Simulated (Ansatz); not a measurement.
# TiH+ (triplet): RPA-PBE over a scan of the distance Ti1–H2, def2-TZVPP

Aim: run TiH+ (triplet) with these functionals over a scan of the distance Ti1–H2, and hold them against the top wave-function level at the same points.

The runs use Ansatz 0.2.0, Gaussian basis; def2-TZVPP, all electrons in the functionals, frozen cores in the correlation of double hybrids and RPA.

To be run: RPA-PBE, at 1.323 Å; 1.522 Å; 1.694 Å; 1.899 Å; 2.086 Å; 2.290 Å; 2.746 Å; 3.188 Å; 3.760 Å; 4.484 Å; 5.793 Å.

48 further runs of the same task are left out: 30 for a known fault of the program, 18 that didn't finish. Runs told in other sessions of the task aren't counted.

## Step 1: What is computed

The geometry derives from a PBE0/def2-TZVP stationary point (not a proven minimum). One bond is set to the value named and the two fragments are kept rigid.

2 atoms, charge 1, spin multiplicity 3.

Atoms are counted from 1 here; the program's logs count them from 0.

Bond lengths: Ti1–H2 1.694 Å.

As a file:

```csv
atom,x (Å),y (Å),z (Å)
Ti1,0.0000,0.0000,0.0000
H2,0.0000,0.0000,1.6944
```

No dispersion term is added.

The geometry shown and the zero of energy belong to the point 1.694 Å. The yardstick, FCI, and other wave-function levels (R restricted, U unrestricted, valence and pair active spaces) come from earlier runs.

## Step 2: RPA-PBE, 1.323 Å

Input file in.yaml:

```yaml
crystal:
  periodic: [false, false, false]
  atoms:
    - {symbol: Ti, position_ang: [0.000000, 0.000000, 0.000000]}
    - {symbol: H, position_ang: [0.000000, 0.000000, 1.323000]}
basis:
  gaussian: {orbitals: def2-TZVPP}
total_charge: 1
magnetization: {spin_polarized: true, initial_magnetization: 2}
hamiltonian: {xc: {name: PBE}}
correlation: {method: rpa, electrons: outside_noble_gas}
```

Run with:

```bash
$ ansatz run in.yaml --threads 1 --pin off --events-out ev --progress --plain --max-ram 2393MiB
```

Further steps of the session: RPA-PBE, 1.522 Å; RPA-PBE, 1.694 Å; RPA-PBE, 1.899 Å; RPA-PBE, 2.086 Å; RPA-PBE, 2.290 Å; RPA-PBE, 2.746 Å; RPA-PBE, 3.188 Å; RPA-PBE, 3.760 Å; RPA-PBE, 4.484 Å; RPA-PBE, 5.793 Å.

Q: Predict the results of all the runs planned. Wanted: span of the FCI curve; largest miss, RPA-PBE.

The runs gave:

| quantity | value |
| --- | --- |
| span of the FCI curve | 59.4 kcal/mol |
| largest miss, RPA-PBE | -1.0 kcal/mol (1.323 Å) |

In words: RPA-PBE strays by up to 1.0 kcal/mol, at 1.323 Å. RPA-PBE clearly breaks the spin symmetry at some points (⟨S²⟩ up to 1.00 above the pure value), so energy there is bought with a mixed spin. Functionals and the yardstick converge differently with the basis, so part of each miss in def2-TZVPP is the basis.
